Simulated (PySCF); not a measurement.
# C3H8BNO: the cost of one run

Computed with PySCF 2.14.0, with density-fitted response routines of our own, on a single molecule in the gas phase. Atoms are numbered from 0 throughout.

## Step 1: The starting structure

14 atoms, charge 0, multiplicity 1; geometry from: PBE0-D3(BJ)/def2-SVP.

Bonds of the start (Å): C0–O1 1.42, O1–C2 1.43, O1–B3 1.62, B3–C4 1.57, C4–N5 1.16, C0–H6 1.09, C0–H7 1.10, C0–H8 1.10, C2–H9 1.10, C2–H10 1.10, C2–H11 1.10, B3–H12 1.21, B3–H13 1.22.

## Step 2: Core-electron binding energies: SCAN, X2C

Job settings and geometry (Å):

```
{"job": {"kind": "xps"}, "charge": 0, "multiplicity": 1}
C     -1.124752    -0.678313    -0.201474
O     -0.004740     0.191855    -0.337296
C     -0.224090     1.504751     0.183634
B      1.405388    -0.497170     0.054482
C      2.503432     0.507822    -0.444142
N      3.291491     1.280455    -0.803470
H     -0.882385    -1.597602    -0.744603
H     -2.003463    -0.190490    -0.644542
H     -1.302084    -0.904878     0.861783
H      0.671636     2.092381    -0.045861
H     -0.377763     1.455074     1.273080
H     -1.102588     1.934669    -0.316142
H      1.404054    -1.547256    -0.554628
H      1.384938    -0.618027     1.269100
```

Method: delta-SCF UKS SCAN, pcX-2 on the ionised atom, pcseg-1 elsewhere, spin-free X2C.

Started as:

```sh
OMP_NUM_THREADS=1 python probes_run.py task.json out
```

The driver reads the jobs from task.json and runs them one after another.

Q: Estimate the wall time and peak memory of this first job on 1 thread of Arm Neoverse V1, shared host.

About 47 s, with a peak of 0.58 GiB.
